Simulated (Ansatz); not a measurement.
# C₇H₁₂O₂: vertical ionisation energy

One table from this session's results is given with a row withheld; the runs are named, their logs left out.

Computed with Ansatz 0.2.0, Gaussian basis. Level: unrestricted cation, the program's frozen cores in correlated methods.

Levels to be run: UKS PBE-D4/def2-TZVPP; UKS r2SCAN-D4/def2-TZVPP; UKS PBE0-D4/def2-TZVPP; UKS B3LYP-D4/def2-TZVPP; UKS wB97X-V/def2-TZVPP; UKS wB97M-V/def2-TZVPP; UKS B2PLYP/def2-TZVPP; UHF-CCSD(T)/def2-TZVPP; UHF-MP2/def2-QZVPP; extrapolation to the limit; then −ε(HOMO) from the neutral's earlier runs with LDA (SPW92), PBE-D4, revPBE-D4, BLYP-D4, r2SCAN-D4, B97M-V, PBE0-D4, B3LYP-D4, r2SCANh-D4, r2SCAN0-D4, HSE06-D4, BHLYP-D4, CAM-B3LYP-D4, LC-ωPBE, ωB97X-V, ωB97M-V.

## Structure used throughout

The geometry comes from an earlier relaxation with PBE0-D4 in a triple-zeta def2 set; it is a stationary point, not always the lowest conformer.

SMILES `CC(=O)/C=C(\O)C(C)C`, 21 atoms, charge 0, spin multiplicity 1.

Atoms are counted from 1 here; the program's logs count them from 0.

Bond lengths: C1–C2 1.499 Å, C1–H10 1.090 Å, C1–H11 1.091 Å, C1–H12 1.093 Å, C2–O3 1.246 Å, C2–C4 1.428 Å, C4–C5 1.371 Å, C4–H13 1.080 Å, C5–O6 1.308 Å, C5–C7 1.497 Å, O6–H14 1.025 Å, C7–C8 1.527 Å, C7–C9 1.527 Å, C7–H15 1.094 Å, C8–H16 1.092 Å, C8–H17 1.092 Å, C8–H18 1.091 Å, C9–H19 1.092 Å and more. Angles: C2–C1–H10 112.6°, C2–C1–H11 109.3°, C2–C1–H12 108.7°, H10–C1–H11 110.0°, H10–C1–H12 108.9°, H11–C1–H12 107.2°, C1–C2–O3 118.7°, C1–C2–C4 119.8°, O3–C2–C4 121.4°, C2–C4–C5 119.5°, C2–C4–H13 120.6°, C5–C4–H13 119.9°, C4–C5–O6 121.1°, C4–C5–C7 123.6°, O6–C5–C7 115.2°, C5–O6–H14 104.7°, C5–C7–C8 110.3°, C5–C7–C9 110.3° and more.

The first run:

Input file in.yaml:

```yaml
crystal:
  periodic: [false, false, false]
  atoms:
    - {symbol: C, position_ang: [2.427814, 0.236416, -2.617825]}
    - {symbol: C, position_ang: [1.355171, 0.705197, -1.681059]}
    - {symbol: O, position_ang: [0.961162, 1.884166, -1.763397]}
    - {symbol: C, position_ang: [0.797031, -0.201234, -0.728845]}
    - {symbol: C, position_ang: [-0.196372, 0.229171, 0.112071]}
    - {symbol: O, position_ang: [-0.641735, 1.457756, 0.059424]}
    - {symbol: C, position_ang: [-0.846025, -0.641519, 1.141559]}
    - {symbol: C, position_ang: [-2.338402, -0.781050, 0.851055]}
    - {symbol: C, position_ang: [-0.603438, -0.079065, 2.540075]}
    - {symbol: H, position_ang: [2.816082, -0.745882, -2.350617]}
    - {symbol: H, position_ang: [3.238438, 0.966666, -2.632675]}
    - {symbol: H, position_ang: [2.014540, 0.190832, -3.629069]}
    - {symbol: H, position_ang: [1.150343, -1.220160, -0.666525]}
    - {symbol: H, position_ang: [-0.095248, 1.901057, -0.686059]}
    - {symbol: H, position_ang: [-0.376267, -1.626759, 1.068464]}
    - {symbol: H, position_ang: [-2.803942, -1.435922, 1.590765]}
    - {symbol: H, position_ang: [-2.513927, -1.205629, -0.139672]}
    - {symbol: H, position_ang: [-2.829505, 0.192579, 0.896563]}
    - {symbol: H, position_ang: [-1.058851, -0.730147, 3.289377]}
    - {symbol: H, position_ang: [0.463601, -0.000548, 2.758851]}
    - {symbol: H, position_ang: [-1.044772, 0.914677, 2.634442]}
basis:
  gaussian: {orbitals: def2-TZVPP}
total_charge: 1
magnetization: {spin_polarized: true, initial_magnetization: 1}
hamiltonian: {xc: pbe, dispersion: d4}
```

Launch:

```sh
$ ansatz run in.yaml --threads 4 --pin off --events-out ev --progress --plain --max-ram 41984MiB --backend cuda --devices 0, --max-vram 37GiB
```

Steps of the session up to this table: Cation, UKS PBE-D4/def2-TZVPP; Cation, UKS r2SCAN-D4/def2-TZVPP; Cation, UKS PBE0-D4/def2-TZVPP; Cation, UKS B3LYP-D4/def2-TZVPP; Cation, UKS wB97X-V/def2-TZVPP; Cation, UKS wB97M-V/def2-TZVPP; Cation, UKS B2PLYP (frozen core)/def2-TZVPP; Cation, UHF-CCSD(T)/def2-TZVPP; Cation, UHF-MP2/def2-QZVPP.

One of the session's tables, all rows but one given; the rest of the session is left out.

Orbital estimates, from the neutral's runs:

```
  functional  −ε(HOMO) (eV)
 LDA (SPW92)           6.09
      PBE-D4           5.88
   revPBE-D4           5.79
     BLYP-D4           5.75
   r2SCAN-D4           6.09
      B97M-V           6.11
     PBE0-D4           6.99
    B3LYP-D4              ?
  r2SCANh-D4           6.51
  r2SCAN0-D4           7.14
    HSE06-D4           6.59
    BHLYP-D4           7.98
CAM-B3LYP-D4           8.27
     LC-ωPBE           9.53
     ωB97X-V           9.21
     ωB97M-V           9.13
```

**Question.** Estimate the row for B3LYP-D4.

Worked estimate for «−ε(HOMO) (eV)». Against the share of exact exchange, BLYP-D4 (0, 5.75), BHLYP-D4 (0.5, 7.98) give a slope of 4.46 per unit share; at 0.2 the line stands at 6.64.

**Answer.** −ε(HOMO) (eV): 6.79. In «−ε(HOMO) (eV)» the line misses by -0.15.
